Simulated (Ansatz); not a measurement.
# GeHF (SMILES [F][GeH]): levels of theory compared

Wanted: a comparison of 6 runs (UHF/STO-3G, BLYP/STO-3G, UB3LYP/STO-3G, r2SCAN/STO-3G, wB97X/STO-3G, CCSD(T)/STO-3G) of GeHF. 

The calculation is run with Ansatz 0.2.0.

60 further runs of the same task are left out: 17 that didn't finish, 43 set aside as unsound or not needed.

## 1. The structure to begin with

GeHF: 3 atoms, total charge 0, spin state singlet. SMILES: `[F][GeH]`. The Ge2–F1 distance was set to 2.196 Å, away from the relaxed value.

Bond lengths: Ge2–H3 1.609 Å. A long bond or contact: F1–Ge2 2.196 Å.

## 2. A single-point energy at UHF/STO-3G (run 1)

job.yaml

```yaml
crystal:
  periodic: [false, false, false]
  atoms:
    - {symbol: F, position_ang: [1.004587, 1.216942, 0.671017]}
    - {symbol: Ge, position_ang: [-0.657900, 0.195200, -0.335600]}
    - {symbol: H, position_ang: [-0.025200, -1.272700, -0.147400]}
basis:
  gaussian:
    orbitals: STO-3G
magnetization:
  spin_polarized: true
  initial_magnetization: 0
hamiltonian:
  xc: hf
accuracy: high
```

On the command line:

```console
$ ansatz run job.yaml --threads 1 --pin off --max-ram 2610MiB --events-out events.jsonl --progress --plain --runs-dir runs
```

Standard output:

```text
Warning: RAYON_NUM_THREADS=1 ignored (pool sized by the plan → 1); use --threads N
Functional definition: HF
  name "HF"
  exchange = exact_x
  correlation = 0
313 factors; integrals over basis functions are off by at most 2.7e-8 eV
mean field evaluation 1: about -58506.6828 eV, gradient 1.4e1 eV
mean field evaluation 2: about -58506.7213 eV, gradient 1.4e1 eV
mean field evaluation 4: about -58510.4043 eV, gradient 2.0e0 eV
mean field evaluation 8: about -58510.5833 eV, gradient 7.7e-5 eV
mean field evaluation 16: about -58510.7685 eV, gradient 1.2e0 eV
mean field evaluation 32: about -58510.9477 eV, gradient 1.4e-3 eV
mean field evaluation 64: about -58510.9472 eV, gradient 9.7e-6 eV
mean field evaluation 96: about -58510.5979 eV, gradient 1.1e0 eV
mean field evaluation 128: about -58510.2769 eV, gradient 2.8e0 eV
mean field evaluation 160: about -58510.6431 eV, gradient 1.1e0 eV
mean field evaluation 192: about -58510.9658 eV, gradient 8.8e-3 eV
mean field evaluation 224: about -58510.4949 eV, gradient 1.6e-5 eV
mean field evaluation 256: about -58510.5434 eV, gradient 2.8e-1 eV
mean field -58510.94773201 eV, -2150.2376690066 hartree, gradient 2.2e-8 eV, S^2 0.506253; 10 other end points of the search recorded, 0 dependent functions left out
reference -58510.94773201 eV, -2150.2376690066 hartree; 21, 21 occupied and 3, 3 virtual orbitals, 313 factors
Total energy: -58510.94773201 eV, -2150.2376690066 hartree
```

It took 1.1 s on 1 thread of Arm Neoverse V1, shared host.

## 3. The energy at BLYP/STO-3G (run 2)

input.yaml

```yaml
crystal:
  periodic: [false, false, false]
  atoms:
    - {symbol: F, position_ang: [1.004587, 1.216942, 0.671017]}
    - {symbol: Ge, position_ang: [-0.657900, 0.195200, -0.335600]}
    - {symbol: H, position_ang: [-0.025200, -1.272700, -0.147400]}
basis:
  gaussian:
    orbitals: STO-3G
hamiltonian:
  xc: {name: BLYP}
accuracy: high
```

On the command line:

```console
$ ansatz run input.yaml --threads 1 --pin off --max-ram 2610MiB --events-out events.jsonl --progress --plain --runs-dir runs
```

Standard output, cut to the lines that bear on the results:

```text
Warning: RAYON_NUM_THREADS=1 ignored (pool sized by the plan → 1); use --threads N
Functional definition: BLYP
  name "BLYP"
[...]
313 factors; integrals over basis functions are off by at most 2.7e-8 eV
[...]
mean field -58552.95246741 eV, -2151.7813145605 hartree, gradient 1.4e-8 eV, S^2 0.000000; 12 other end points of the search recorded, 0 dependent functions left out
reference -58552.95249782 eV, -2151.7813156783 hartree; 21, 21 occupied and 3, 3 virtual orbitals, 313 factors
Total energy: -58552.95249782 eV, -2151.7813156783 hartree
```

Wall time 4.5 s (1 thread of Arm Neoverse V1, shared host).

Run 3 isn't shown in full; the table further down has it.

## 4. The energy at r2SCAN/STO-3G (run 4)

molecule.yaml

```yaml
crystal:
  periodic: [false, false, false]
  atoms:
    - {symbol: F, position_ang: [1.004587, 1.216942, 0.671017]}
    - {symbol: Ge, position_ang: [-0.657900, 0.195200, -0.335600]}
    - {symbol: H, position_ang: [-0.025200, -1.272700, -0.147400]}
basis:
  gaussian:
    orbitals: STO-3G
magnetization:
  spin_polarized: false
hamiltonian:
  xc: r2scan
accuracy: high
```

On the command line:

```console
$ ansatz run molecule.yaml --threads 1 --pin off --max-ram 2610MiB --events-out events.jsonl --progress --plain --runs-dir runs
```

Standard output:

```text
Warning: RAYON_NUM_THREADS=1 ignored (pool sized by the plan → 1); use --threads N
Functional definition: r2SCAN
  name "r2SCAN"
  parameter k0 = 0.174
  parameter k1 = 0.065
  parameter a1 = 4.9479
  exchange = r2scan_x(k0 = k0, k1 = k1, a1 = a1)
  correlation = r2scan_c
313 factors; integrals over basis functions are off by at most 2.7e-8 eV
mean field evaluation 1: about -58354.3910 eV, gradient 1.4e2 eV
mean field evaluation 2: about -58248.9683 eV, gradient 6.3e1 eV
mean field evaluation 4: about -58550.2321 eV, gradient 2.4e1 eV
mean field evaluation 8: about -58550.2321 eV, gradient 2.4e1 eV
mean field evaluation 16: about -58557.3687 eV, gradient 4.5e-4 eV
mean field evaluation 32: about -58512.6919 eV, gradient 5.2e1 eV
mean field -58557.36871742 eV, -2151.9436087550 hartree, gradient 3.1e-8 eV, S^2 0.000000; 0 other end points of the search recorded, 0 dependent functions left out
reference -58557.36871771 eV, -2151.9436087656 hartree; 21, 21 occupied and 3, 3 virtual orbitals, 313 factors
Total energy: -58557.36871771 eV, -2151.9436087656 hartree
```

Run time: 6.6 s. Hardware: 1 thread of Arm Neoverse V1, shared host; peak memory 0.12 GiB.

Run 5 isn't shown in full; the table further down has it.

## 5. A single-point energy at CCSD(T)/STO-3G (run 6)

in.yaml

```yaml
basis:
  gaussian:
    orbitals: STO-3G
crystal:
  periodic: [false, false, false]
  atoms:
    - {symbol: F, position_ang: [1.004587, 1.216942, 0.671017]}
    - {symbol: Ge, position_ang: [-0.657900, 0.195200, -0.335600]}
    - {symbol: H, position_ang: [-0.025200, -1.272700, -0.147400]}
correlation:
  method: ccsd_t
  frozen_orbitals: {F: 1, Ge: 9, H: 0}
accuracy: high
scf:
  omitted_lower_state_checks: [cluster_reference, increment]
```

On the command line:

```console
$ ansatz run in.yaml --threads 1 --pin off --max-ram 2610MiB --events-out events.jsonl --progress --plain --runs-dir runs
```

Standard output:

```text
Warning: RAYON_NUM_THREADS=1 ignored (pool sized by the plan → 1); use --threads N
[... 12 lines left out ...]
10 core orbitals not correlated: weight in the atoms' cores, before any rotation towards them, 1.000 or more for the frozen orbitals, at most 0.000 for the correlated occupied ones
[... 29 lines left out ...]
Total energy: -58513.31922905 eV, -2150.3248199154 hartree
Checks for a lower state left out: cluster_reference, increment
```

It took 0.3 s on 1 thread of Arm Neoverse V1, shared host.

## 6. Overview of the runs

```
run           level  frozen core orbitals   energy (Eh)  wall time
  1      UHF/STO-3G                     –  -2150.237669      1.1 s
  2     BLYP/STO-3G                     –  -2151.781316      4.5 s
  3   UB3LYP/STO-3G                     –  -2151.877812      7.8 s
  4   r2SCAN/STO-3G                     –  -2151.943609      6.6 s
  5    wB97X/STO-3G                     –  -2151.924412      6.9 s
  6  CCSD(T)/STO-3G                    10  -2150.324820      0.3 s
```

## 7. Outcome

```
                                           quantity           value
                                run 6: total energy  -2150.32482 Eh
run 6: correlation energy (10 core orbitals frozen)      -100.9 mEh
                              run 6: (T) correction       -4.10 mEh
                               run 6: T1 diagnostic           0.025
```

**Reading.** Totals of different functionals can't be ranked against each other. In run 6 the log says that unrestricted orbitals would lower the reference, so the values rest on an unstable closed-shell determinant (other closed-shell runs at this shape may share the fault). In runs 1, 2, 3, 4, 5, 6 the basis is minimal, so the values are rough. Spin contamination of the reference: run 1 ⟨S²⟩ = 0.51. All runs together took 27 s, the longest 7.8 s.
